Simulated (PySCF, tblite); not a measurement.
# C₄H₉BN₂S: geometry, infrared bands and NMR shifts

Wanted: the infrared bands and NMR shifts of C₄H₉BN₂S (`N[B@@H-]([NH3+])c1cccs1`), by calculation.

The runs use tblite 0.8.0 and PySCF 2.14.0, with density-fitted response routines of our own; the level of theory stands in each step. All values are computed, except where a source is named. Atoms count from 0, in the outputs and in this text.

### 1 The molecule as given

17 atoms, charge 0, multiplicity 1; geometry from: force field or distance geometry start.

Bonds of the start (Å): N0–B1 1.53, B1–N2 1.52, B1–C3 1.57, C3–C4 1.36, C4–C5 1.35, C5–C6 1.36, C6–S7 1.85, S7–C3 1.66, N0–H8 1.04, N0–H9 1.04, B1–H10 1.19, N2–H11 1.06, N2–H12 1.04, N2–H13 1.04, C4–H14 1.10, C5–H15 1.11, C6–H16 1.07.

### 2 Relaxing the molecule with GFN2-xTB

What the job is given:

```
{"job": {"kind": "relax", "xc": "GFN2-xTB", "basis": "xTB"}, "charge": 0, "multiplicity": 1}
N     -1.776700    -1.269100     0.638000
B     -1.224800    -0.317400    -0.418900
N     -1.946400     1.021600    -0.371500
C      0.287200     0.023500    -0.177700
C      1.333400    -0.841500    -0.176500
C      2.559300    -0.326700     0.048800
C      2.651400     1.010100     0.279700
S      0.885100     1.535400     0.158900
H     -1.062700    -1.951800     0.961000
H     -2.275400    -0.780600     1.413800
H     -1.418900    -0.811100    -1.486800
H     -1.312600     1.708700    -0.864000
H     -2.885500     0.981600    -0.806600
H     -2.013500     1.340100     0.616200
H      1.182000    -1.913700    -0.380000
H      3.472000    -0.964900     0.068300
H      3.539100     1.567800     0.487500
```

Command:

```
$ OMP_NUM_THREADS=1 python probes_run.py task.json out
```

This one command runs all jobs of the session in turn.

**Question.** This job is followed by: GFN2-xTB harmonic vibrations, gas phase; GIAO PBE0/pcSseg-1 NMR shielding, non-relativistic, gas phase. What will the session give for the following? strongest single infrared mode (GFN2-xTB); zero-point energy (GFN2-xTB); ¹³C shifts against TMS (PBE0/pcSseg-1); ¹H shifts against TMS (PBE0/pcSseg-1, means over atoms taken as alike); ¹⁵N shifts against NH3 (PBE0/pcSseg-1); ¹¹B shifts against BF3·OEt2 (PBE0/pcSseg-1); ³³S shifts against CS2 (PBE0/pcSseg-1).

The runs gave:

```
                                                              quantity                                   value
                             strongest single infrared mode (GFN2-xTB)                   1200 cm⁻¹, 229 km/mol
                                          zero-point energy (GFN2-xTB)                           82.8 kcal/mol
                                ¹³C shifts against TMS (PBE0/pcSseg-1)          168.1, 133.7, 133.3, 128.1 ppm
¹H shifts against TMS (PBE0/pcSseg-1, means over atoms taken as alike)  7.27, 7.17, 6.91, 3.79, 2.86, 0.49 ppm
                                ¹⁵N shifts against NH3 (PBE0/pcSseg-1)                          67.7, 35.0 ppm
                           ¹¹B shifts against BF3·OEt2 (PBE0/pcSseg-1)                               -10.1 ppm
                                ³³S shifts against CS2 (PBE0/pcSseg-1)                                 212 ppm
```

**Reading.** Relaxing lowered the energy by 1.049 eV in 90 steps; the close pair that moved most is B1–N2, from 1.522 to 1.694 Å. The lowest mode is slightly imaginary (5i cm⁻¹), a soft motion within the noise of the Hessian, so the minimum is not strictly shown. The strongest single mode, at 1200 cm⁻¹, moves mainly H13, H12 and H11. GFN2-xTB is a fitted tight-binding method: band positions and strengths are rough. Its intensities can rank the bands wrongly. At PBE0/pcSseg-1: Shielding is most anisotropic at S7 (span 250 ppm, paramagnetic term -769 ppm). NICS(1)zz of -27 ppm above the planar ring from C3 marks a diatropic (aromatic) ring current.
